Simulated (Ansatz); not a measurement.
# C2H3FGe (SMILES C#[C][GeH2][F]): PBE0/cc-pVDZ

What is the electronic atomisation energy of C2H3FGe at PBE0/cc-pVDZ? 

The calculation is run with Ansatz 0.2.0.

63 further runs of the same task are left out: 63 set aside as unsound or not needed. Runs told in other sessions of the task aren't counted.

## 1. The molecule

C2H3FGe has 7 atoms, charge 0, and is taken as a singlet. As SMILES, `C#[C][GeH2][F]`. Geometry: relaxed at PBE0-D4/def2-TZVP.

Bond lengths: C1–C2 1.205 Å, C2–Ge3 1.891 Å, Ge3–F4 1.737 Å, C1–H5 1.066 Å, Ge3–H6 1.530 Å, Ge3–H7 1.530 Å. Angles: C1–C2–Ge3 178.5°, C2–Ge3–F4 106.8°, C2–C1–H5 179.5°, C2–Ge3–H6 111.0°, C2–Ge3–H7 111.0°, F4–Ge3–H6 106.5°, F4–Ge3–H7 106.5°, H6–Ge3–H7 114.4°.

## 2. The energy at PBE0/cc-pVDZ

Contents of input.yaml:

```yaml
crystal:
  periodic: [false, false, false]
  atoms:
    - symbol: C
      position_ang: [1.589600, -1.011400, 0.749400]
    - symbol: C
      position_ang: [0.653200, -0.399300, 0.302800]
    - symbol: Ge
      position_ang: [-0.795200, 0.603200, -0.384600]
    - symbol: F
      position_ang: [-1.928600, -0.538300, -1.040400]
    - symbol: H
      position_ang: [2.414700, -1.560800, 1.142300]
    - symbol: H
      position_ang: [-1.525800, 1.349500, 0.733200]
    - symbol: H
      position_ang: [-0.346600, 1.489200, -1.548300]
basis:
  gaussian:
    orbitals: cc-pVDZ
hamiltonian:
  xc: pbe0
accuracy: high
output:
  orbitals: {seedname: orbitals}
```

On the command line:

```
$ ansatz run input.yaml --threads 1 --pin off --max-ram 2610MiB --events-out events.jsonl --progress --plain --runs-dir runs
```

Log:

```text
Warning: RAYON_NUM_THREADS=1 ignored (pool sized by the plan → 1); use --threads N
Functional definition: PBE0
  name "PBE0"
  parameter a = 0.25
  parameter kappa = 0.804
  parameter beta = 0.06672455060314922
  exchange = (1 - a)*pbe_x(kappa = kappa, mu = beta*pi^2/3) + a*exact_x
  correlation = pbe_c(beta = beta)
1814 factors; integrals over basis functions are off by at most 4.7e-9 eV
mean field evaluation 1: about -61339.1008 eV, gradient 4.4e1 eV
mean field evaluation 2: about -61336.7291 eV, gradient 5.8e1 eV
mean field evaluation 4: about -61343.4331 eV, gradient 2.8e0 eV
mean field evaluation 8: about -61343.5880 eV, gradient 6.7e-1 eV
mean field evaluation 16: about -61343.5893 eV, gradient 3.2e-5 eV
mean field -61343.58929878 eV, -2254.3353265520 hartree, gradient 4.9e-8 eV, S^2 0.000000; 0 other end points of the search recorded, 0 dependent functions left out
reference -61343.58930117 eV, -2254.3353266398 hartree; 28, 28 occupied and 56, 56 virtual orbitals, 1814 factors
Total energy: -61343.58930117 eV, -2254.3353266398 hartree
```

Run time: 3 s. Hardware: 1 thread of AMD EPYC 9R45 (Zen 5), shared host; peak memory 0.29 GiB.

## 3. The C atom

Contents of run.yaml:

```yaml
crystal:
  periodic: [false, false, false]
  atoms:
    - {symbol: C, position_ang: [0.000000, 0.000000, 0.000000]}
basis:
  gaussian:
    orbitals: cc-pVDZ
total_charge: 0
magnetization:
  spin_polarized: true
  initial_magnetization: 2
hamiltonian:
  xc: pbe0
accuracy: high
```

Run the same way, it converges to -37.79901 Eh (log not shown).

## 4. The F atom at the same level

Contents of run.yaml:

```yaml
crystal:
  periodic: [false, false, false]
  atoms:
    - {symbol: F, position_ang: [0.000000, 0.000000, 0.000000]}
basis:
  gaussian:
    orbitals: cc-pVDZ
magnetization:
  spin_polarized: true
  initial_magnetization: 1
hamiltonian:
  xc: {name: PBE0}
accuracy: high
```

On the command line:

```
$ ansatz run run.yaml --threads 1 --pin off --max-ram 2610MiB --events-out events.jsonl --progress --plain --runs-dir runs
```

Log, cut to the lines that bear on the results:

```text
Warning: RAYON_NUM_THREADS=1 ignored (pool sized by the plan → 1); use --threads N
[... 7 set-up lines as earlier in the session ...]
96 factors; integrals over basis functions are off by at most 1.1e-8 eV
mean field evaluation 1: about -2711.1618 eV, gradient 5.0e0 eV
mean field evaluation 2: about -2711.2170 eV, gradient 1.6e0 eV
mean field evaluation 4: about -2711.2247 eV, gradient 2.3e-2 eV
mean field evaluation 8: about -2711.2247 eV, gradient 2.0e-4 eV
mean field -2711.22466638 eV, -99.6356687552 hartree, gradient 3.1e-9 eV, S^2 0.750912; 0 other end points of the search recorded, 0 dependent functions left out
reference -2711.22466673 eV, -99.6356687682 hartree; 5, 4 occupied and 9, 10 virtual orbitals, 96 factors
Total energy: -2711.22466673 eV, -99.6356687682 hartree
```

Run time: 0.16 s. Hardware: 1 thread of AMD EPYC 9R45 (Zen 5), shared host.

## 5. The Ge atom, same level

Contents of in.yaml:

```yaml
basis:
  gaussian:
    orbitals: cc-pVDZ
crystal:
  periodic: [false, false, false]
  atoms:
    - symbol: Ge
      position_ang: [0.000000, 0.000000, 0.000000]
accuracy: high
hamiltonian:
  xc: {name: PBE0}
magnetization:
  spin_polarized: true
  initial_magnetization: 2
```

Run the same way, it converges to -2076.62760 Eh (log not shown).

## 6. The H atom at the same level

Contents of in.yaml:

```yaml
crystal:
  periodic: [false, false, false]
  atoms:
    - {symbol: H, position_ang: [0.000000, 0.000000, 0.000000]}
basis:
  gaussian: {orbitals: cc-pVDZ}
magnetization: {spin_polarized: true, initial_magnetization: 1}
hamiltonian: {xc: pbe0}
accuracy: high
```

Run the same way, it converges to -0.50029 Eh (log not shown).

## 7. Outcome

At PBE0/cc-pVDZ:

```
                     quantity           value
       molecule: total energy  -2254.33533 Eh
        molecule: HOMO energy        -8.42 eV
        molecule: LUMO energy        -0.60 eV
      molecule: HOMO–LUMO gap         7.82 eV
         C atom: total energy    -37.79901 Eh
                 C atom: ⟨S²⟩           2.003
         F atom: total energy    -99.63567 Eh
                 F atom: ⟨S²⟩           0.751
        Ge atom: total energy  -2076.62760 Eh
                Ge atom: ⟨S²⟩           2.003
         H atom: total energy     -0.50029 Eh
                 H atom: ⟨S²⟩           0.750
electronic atomisation energy       26.481 eV
```

Taking the molecule apart into free atoms costs 26.48 eV (2555 kJ/mol), before zero-point energy and without spin-orbit coupling.
